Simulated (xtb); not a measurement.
# GFN2-xTB (ALPB cs2) run of C2H8B2 (SMILES BC(B)C)

We compute charged excitations of C2H8B2. 

The calculation is run with xtb 6.7.1.

4 further runs of the same task are left out: 4 set aside as unsound or not needed.

## Step 1: Starting point

The species is C2H8B2 (12 atoms), meant as a singlet with charge 0. As SMILES, `BC(B)C`. Geometry: relaxed at PBE0-D4/def2-TZVP.

Bond lengths: B1–C2 1.549 Å, C2–B3 1.549 Å, C2–C4 1.523 Å, B1–H5 1.199 Å, B1–H6 1.197 Å, C2–H7 1.113 Å, B3–H8 1.197 Å, B3–H9 1.199 Å, C4–H10 1.093 Å, C4–H11 1.093 Å, C4–H12 1.092 Å. Some angles: B1–C2–B3 106.4°, B1–C2–C4 117.9°, B3–C2–C4 117.9°, B1–C2–H7 98.9°, B3–C2–H7 98.9°, C4–C2–H7 113.6°, C2–B1–H5 120.5°, C2–B1–H6 120.4°, C2–B3–H8 120.3°, C2–B3–H9 120.5°.

## Step 2: Charged excitations at GFN2-xTB (ALPB cs2)

Contents of coord:

```
$coord
     -2.063958873316      1.946417908365     -0.422920706691  b
      0.351300086568      0.413850021293      0.198799188311  c
     -0.185571105438     -0.995129777228      2.707977536589  b
      1.596818575309     -1.061648136815     -1.934701606392  c
     -3.126362900581      1.667683304982     -2.404676493586  h
     -2.896761176439      3.423238874760      1.073175466175  h
      1.544284189044      1.975141745459      0.949776350237  h
     -0.808802781340      0.154390624382      4.552917152061  h
      0.012661165035     -3.249006126069      2.828353090727  h
      2.021629008125      0.138516924935     -3.560244018795  h
      3.358421268685     -1.954543730700     -1.332256917861  h
      0.341851455945     -2.563035542830     -2.591948352537  h
$end
```

Command:

```bash
$ xtb coord --alpb cs2 --gfn 2 --pop --vipea -P 1 > out.txt 2> xtb.err
```

Q: Predict the results. Wanted: total energy; dispersion energy; solvent term in the energy; vertical ionisation energy; vertical electron affinity.

**Answer.** As computed:

At GFN2-xTB (ALPB cs2):

| quantity | value |
| --- | --- |
| total energy | -10.79869 Eh |
| dispersion energy | -14.29 kJ/mol |
| solvent term in the energy | -15.3 kJ/mol |
| vertical ionisation energy (program's own) | 7.60 eV |
| vertical electron affinity (program's own) | -0.08 eV |
